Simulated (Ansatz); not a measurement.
# Li: the cost of one run

Method: DFT LDA, scalar-relativistic, plane waves, PAW, in Ansatz 0.2.0.

**1. The system as given**

It takes space group Im-3m (No. 229, cubic). Conventional cell: a = 3.450 Å, b = 3.450 Å, c = 3.450 Å, α = 90.00°, β = 90.00°, γ = 90.00°. Li (site symmetry m-3m) is surrounded by 8 Li at 2.99 Å.

Coordinates:

```xyz
2
Lattice="3.4500 0.0000 0.0000 0.0000 3.4500 0.0000 0.0000 0.0000 3.4500" Properties=species:S:1:pos:R:3 pbc="T T T"
Li    0.0000    0.0000    0.0000
Li    1.7250    1.7250    1.7250
```

**2. Relaxing cell and atoms: Li, no spin**

Input file input.yaml:

```yaml
crystal:
  lattice:
    - [3.45, 0.0, 0.0]
    - [0.0, 3.45, 0.0]
    - [0.0, 0.0, 3.45]
  atoms:
    - { symbol: Li, position: [0.0, 0.0, 0.0] }
    - { symbol: Li, position: [0.5, 0.5, 0.5] }
scf:
  occupations: { method: methfessel_paxton, width: 0.1 }
output:
  forces: true
  stress: true
  eigenvalues: true
hamiltonian:
  xc: lda
kpoints:
  mp_grid: { grid: [20, 20, 20] }
relax:
  f_tol: 0.005
  cell: { stress_tol: 0.02 }
```

The run is started by

```console
ansatz run input.yaml --threads 4 --pin off --max-ram 14336MiB --backend cpu --events-out ev --progress --plain --runs-dir out
```

What time and memory should one allow on 4 threads of Intel Xeon Platinum 8488C (Sapphire Rapids), shared host?

About 4.4 s, with a peak of 0.43 GiB.
